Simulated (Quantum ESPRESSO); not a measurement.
TaAs under changes of volume

One of the cells (17.396 Å³/atom); the others are scaled copies at fixed shape and fractional positions:

```
Ta As
1.0
    -1.72181    1.72181    5.86794
     1.72181   -1.72181    5.86794
     1.72181    1.72181   -5.86794
Ta As
2 2
Direct
  0.49997 0.49997 0.00000
  0.24997 0.74997 0.50000
  0.08263 0.08263 0.00000
  0.83263 0.33263 0.50000
```

The cell is a database's computed one.

* Program: Quantum ESPRESSO 7.5
* Functional: PBEsol
* Potentials or basis: GBRV 1.5 PBEsol
* Cutoff: 762 eV
* Density cutoff: 6095 eV
* k mesh: 11 × 11 × 11
* Occupations: fermi-dirac, width 0.05 eV
* Spin: no spin polarisation

```csv
volume (Å³/atom),energy over the lowest point (meV/atom),pressure (GPa)
16.353,?,?
16.700,6.00,4.9
17.048,0.00,0.6
17.396,2.71,-3.2
17.744,13.21,-6.6
18.092,30.69,-9.6
18.440,54.42,-12.3
```

What does the run at 16.353 Å³/atom give?

Energy over the lowest point 21.71 meV/atom; pressure 9.6 GPa.

Worked out: A Birch-Murnaghan fit of order 3 (a polynomial in V^(-2/3)) to the other rows has its minimum at 17.11 Å³/atom with B0 = V·E''(V) = 193 GPa and B' = 4.4 at fixed shape and positions, which overstates the stiffness. It gives 21.67 meV/atom at 16.353 Å³/atom, against the run's 21.71, and -dE/dV = 9.6 GPa, against 9.6.

Energies are extrapolated to zero smearing.
